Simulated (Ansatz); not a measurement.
**GeOF (doublet): wave-function methods side by side, cc-pVDZ**

One table from this session's results is given with a row withheld; the runs are named, their logs left out.

The runs use Ansatz 0.2.0, Gaussian basis; cc-pVDZ, core rule «outside noble gas», up to 16 orbitals frozen.

Plan: UHF; CCSD(T) on ROHF; CCSD(T) on UHF; BCCD(T) on ROHF; CISD; CCSDT(Q) on ROHF; CCSDT(Q) on UHF; CASSCF and MRCISD+Q, 15 electrons in 11 orbitals; CASSCF and NEVPT2, 15 electrons in 11 orbitals.

25 further runs of the same task are left out: 2 for a known fault of the program, 12 that didn't finish, 11 set aside as unsound or not needed.

### The geometry

The geometry is a PBE0/def2-TZVP stationary point (not a proven minimum). No spin-orbit coupling is included. The filled d shell of Ge may be among the frozen orbitals whatever the setting's name suggests; the logs give the count.

3 atoms, charge 0, spin multiplicity 2.

Atoms are counted from 1 here; the program's logs count them from 0.

Bond lengths: F1–Ge3 1.740 Å, O2–Ge3 1.672 Å. Angles: F1–Ge3–O2 117.1°.

The first run:

in.yaml reads:

```yaml
crystal:
  periodic: [false, false, false]
  atoms:
    - {symbol: F, position_ang: [0.000000, 0.534894, 1.467658]}
    - {symbol: O, position_ang: [0.000000, 0.667041, -1.440265]}
    - {symbol: Ge, position_ang: [0.000000, -0.286817, -0.066627]}
basis:
  gaussian: {orbitals: cc-pVDZ}
magnetization: {spin_polarized: true, initial_magnetization: 1}
hamiltonian: {xc: hf}
output: {orbitals: {seedname: orbitals}}
```

Command:

```
$ ansatz run in.yaml --threads 1 --pin off --events-out ev --progress --plain --max-ram 2393MiB
```

Steps of the session up to this table: UHF; CCSD(T) on ROHF; CCSD(T) on UHF; BCCD(T) on ROHF; CISD; CCSDT(Q) on ROHF; CCSDT(Q) on UHF; CASSCF and MRCISD+Q, 15 electrons in 11 orbitals; CASSCF and NEVPT2, 15 electrons in 11 orbitals.

One of the session's tables, all rows but one given; the rest of the session is left out.

| method | from RCCSDT(Q) (meV) |
| --- | --- |
| ROHF | +12713.9 |
| UHF | +12546.5 |
| RMP2 | +1442.6 |
| UMP2 | +1345.9 |
| RCCSD | ? |
| UCCSD | +485.7 |
| RCCSD(T) | +149.0 |
| UCCSD(T) | +145.5 |
| BCCD(T) | +107.8 |
| RCCSDT | +76.9 |
| UCCSDT | +73.9 |
| RCCSDT(Q) | 0 |
| UCCSDT(Q) | -3.2 |
| CASSCF valence | +9753.9 |
| NEVPT2 valence | +1534.8 |
| MRCISD valence | +932.7 |
| MRCISD+Q valence | +257.4 |

Estimate the missing values for RCCSD.

**Answer.** from RCCSDT(Q) (meV): +494.1. In the column «from RCCSDT(Q) (meV)» it lies between UCCSD (+485.7) and MRCISD valence (+932.7).

Not comparable, so not listed: CISD (they don't share determinant, frozen orbitals or solution with the rows shown, or repeat one).

Caveats from the session: Restricted and unrestricted rows rest on different reference determinants; where their highest levels disagree by more than a few hundredths of an eV, they describe different states and don't form one ladder.
